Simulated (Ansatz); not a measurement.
The system is AlO2.

```
Al O
1.0
     1.48816   -5.40283    0.00000
     1.48816    5.40283    0.00000
     0.00000    0.00000    3.64661
Al O
2 4
Cartesian
  1.4882 -1.8168 2.7350
  1.4882 1.8168 0.9117
  1.4882 4.7429 2.7350
  1.4882 -4.7429 0.9117
  1.4882 2.2240 2.7350
  1.4882 -2.2240 0.9117
```

The cell comes from a database or a generator and needn't be the stable form of this composition.

Base run:

- Program: Ansatz 0.2.0
- Functional: r2SCAN
- Potentials or basis: Ansatz PAW
- Cutoff: 500 eV (not typed: the program's choice for these potentials)
- k mesh: 9 × 9 × 7
- Occupations: fermi-dirac, width 0.05 eV
- Spin: no spin polarisation

Its results: band gap on the k mesh none (metal or under the smearing width); pressure -7.4 GPa; largest force 0.786 eV/Å.

After a change of settings the same cell gave: band gap on the k mesh none (metal or under the smearing width); pressure 2.0 GPa; largest force 0.711 eV/Å. Which change was it?
A. functional from r2SCAN to BLYP; cutoff from 500 eV (not typed: the program's choice for these potentials) to 420 eV (not typed: the program's choice for these potentials)
B. functional from r2SCAN to PBE; cutoff from 500 eV (not typed: the program's choice for these potentials) to 420 eV (not typed: the program's choice for these potentials)
C. functional from r2SCAN to PBEsol; cutoff from 500 eV (not typed: the program's choice for these potentials) to 420 eV (not typed: the program's choice for these potentials)
D. functional from r2SCAN to RPBE; cutoff from 500 eV (not typed: the program's choice for these potentials) to 420 eV (not typed: the program's choice for these potentials)

A.

Caveats: the PAW data sets come from PBE, with cores solved anew for the run's functional, which leaves a small shift of forces and pressure; the density of states is complete only up to the lowest level of the last band computed.
